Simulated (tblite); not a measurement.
# F6O2Si3: the cost of one run

Computed with tblite 0.8.0 and PySCF 2.14.0; each step states its level. No surroundings beyond the atoms listed, unless a continuum is named. Atoms count from 0, parts from 1.

## 1. The system as given

11 atoms, charge 0, multiplicity 3; geometry: distance geometry start.

## 2. Geometry optimisation with GFN2-xTB

What the job is given:

```
{"job": {"kind": "relax", "xc": "GFN2-xTB", "basis": "xTB"}, "charge": 0, "multiplicity": 3}
Si     1.709803     0.420843    -0.134116
O      1.785405    -1.293989    -0.472353
Si     0.368428    -2.329619    -0.813327
F      0.608430    -3.852394    -0.171240
F     -1.015308    -1.646906    -0.116281
F      0.145888    -2.445490    -2.488939
O      1.408856     2.096408     0.347569
Si    -0.204853     2.837333     0.453099
F     -0.623172     3.402322    -1.072821
F     -0.156208     4.134414     1.502396
F     -1.319347     1.725039     0.948305
```

With the program's defaults for keys left out, this is: GFN2-xTB geometry optimisation, gas phase.

Command:

```sh
OMP_NUM_THREADS=1 python cluster_run.py task.json out
```

The driver reads the jobs from task.json and runs them one after another.

Q: Estimate the wall time of this first job on 1 thread of Arm Neoverse V2, shared host.

About 2.5 s.
